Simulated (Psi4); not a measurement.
# GeH2OF2 (SMILES O.[F][Ge][F]): SAPT0/jun-cc-pVDZ (density fitting with def2-universal-jkfit, density fitting for correlation, fragments set)

We compute the interaction energy of GeH2OF2. The job is set up through a Python script.

The calculation is run with Psi4 1.11.

6 further runs of the same task are left out: 1 that didn't finish, 5 set aside as unsound or not needed. Runs told in other sessions of the task aren't counted.

## (1) The system as given

GeH2OF2: 6 atoms, total charge 0, spin state singlet. SMILES: `O.[F][Ge][F]`.

Bond lengths: F4–Ge5 1.745 Å, Ge5–F6 1.745 Å, O1–H2 0.960 Å, O1–H3 0.960 Å. Angles: F4–Ge5–F6 97.2°, H2–O1–H3 105.1°.

## (2) The interaction energy at SAPT0/jun-cc-pVDZ (density fitting with def2-universal-jkfit, density fitting for correlation, fragments set)

Input file run.py:

```python
import psi4

psi4.set_memory('1600 MB')
psi4.set_num_threads(1)
psi4.core.set_output_file('psi4.out', False)

molecule = psi4.geometry("""
0 1
O     -0.302700     0.200200    -0.140600
H      0.466500     0.548400     0.315300
H     -0.163800    -0.748600    -0.174700
--
0 1
F      1.947710     0.194670    -1.608670
Ge     1.767300     0.974860    -3.158840
F      0.061270     0.670040    -3.361340
symmetry c1
no_reorient
no_com
""")

psi4.set_options({
    'basis': 'jun-cc-pVDZ',
    'scf_type': 'df',
    'freeze_core': 'true',
    'df_basis_scf': 'def2-universal-jkfit',
})

result = psi4.energy("sapt0", molecule=molecule)
print('E =', round(result, 9))
```

The run is started by

```bash
$ python run.py
```

Q: Predict the results. Wanted: interaction energy.

Answer, from the run:

At SAPT0/jun-cc-pVDZ (density fitting with def2-universal-jkfit, density fitting for correlation, fragments set):

| quantity | value |
| --- | --- |
| interaction energy | 6.42 kJ/mol |
